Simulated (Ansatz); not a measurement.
# C3H9NSi: the cost of one run

Program: Ansatz 0.2.0. Level of theory: UKS B3LYP-D4/STO-3G. These are calculated values, not measurements.

### 1 The structure to begin with

Bond lengths: C1–C2 1.421 Å, C2–Si3 1.846 Å, C2–N4 1.494 Å, Si3–N4 1.736 Å, N4–C5 1.387 Å, C1–H6 1.154 Å, C1–H7 1.105 Å, C1–H8 1.080 Å, C2–H9 1.043 Å, Si3–H10 1.505 Å, Si3–H11 1.498 Å, C5–H12 1.070 Å, C5–H13 1.130 Å, C5–H14 1.104 Å. Angles (14 of 27 angles, heavy atoms first): C1–C2–Si3 118.0°, C1–C2–N4 121.3°, Si3–C2–N4 61.6°, C2–Si3–N4 49.2°, C2–N4–Si3 69.2°, C2–N4–C5 114.6°, Si3–N4–C5 129.3°, C1–C2–H9 114.5°, Si3–C2–H9 114.9°, N4–C2–H9 116.4°, C2–C1–H6 111.7°, C2–C1–H7 116.0°, C2–C1–H8 113.1°, C2–Si3–H10 119.5°.

As a file:

```xyz
14

C    -1.7363    0.5536   -0.5074
C    -0.4591   -0.0695   -0.5237
Si   -0.1638   -1.4708    0.6408
N     0.5145    0.1266    0.5920
C     1.7786    0.5335    0.1902
H    -1.7110    1.5896   -1.0140
H    -2.1557    0.7715    0.4919
H    -2.4758    0.0184   -1.0837
H    -0.0528   -0.1974   -1.4756
H     1.0420   -2.3508    0.4494
H    -0.9623   -1.5901    1.9029
H     2.2079   -0.0088   -0.6260
H     1.7189    1.6297   -0.0755
H     2.4421    0.4352    1.0675
```

### 2 Relaxing the start

input.yaml reads:

```yaml
crystal:
  periodic: [false, false, false]
  atoms:
    - { symbol: C, position_ang: [-1.7363, 0.5536, -0.5074] }
    - { symbol: C, position_ang: [-0.4591, -0.0695, -0.5237] }
    - { symbol: Si, position_ang: [-0.1638, -1.4708, 0.6408] }
    - { symbol: "N", position_ang: [0.5145, 0.1266, 0.592] }
    - { symbol: C, position_ang: [1.7786, 0.5335, 0.1902] }
    - { symbol: H, position_ang: [-1.711, 1.5896, -1.014] }
    - { symbol: H, position_ang: [-2.1557, 0.7715, 0.4919] }
    - { symbol: H, position_ang: [-2.4758, 0.0184, -1.0837] }
    - { symbol: H, position_ang: [-0.0528, -0.1974, -1.4756] }
    - { symbol: H, position_ang: [1.042, -2.3508, 0.4494] }
    - { symbol: H, position_ang: [-0.9623, -1.5901, 1.9029] }
    - { symbol: H, position_ang: [2.2079, -0.0088, -0.626] }
    - { symbol: H, position_ang: [1.7189, 1.6297, -0.0755] }
    - { symbol: H, position_ang: [2.4421, 0.4352, 1.0675] }
magnetization:
  spin_polarized: true
basis:
  gaussian: { orbitals: STO-3G }
hamiltonian:
  xc: b3lyp
  dispersion: d4
relax:
  f_tol: 0.02
  max_steps: 40
output:
  orbitals: {}
```

Run with:

```
$ ansatz run input.yaml --threads 1 --pin off --max-ram 2048MiB --backend cpu --events-out ev --progress --plain --runs-dir out
```

Q: Estimate wall time and peak memory on 1 thread of an x86-64 CPU, shared host.

About 95 s, with a peak of 0.16 GiB.
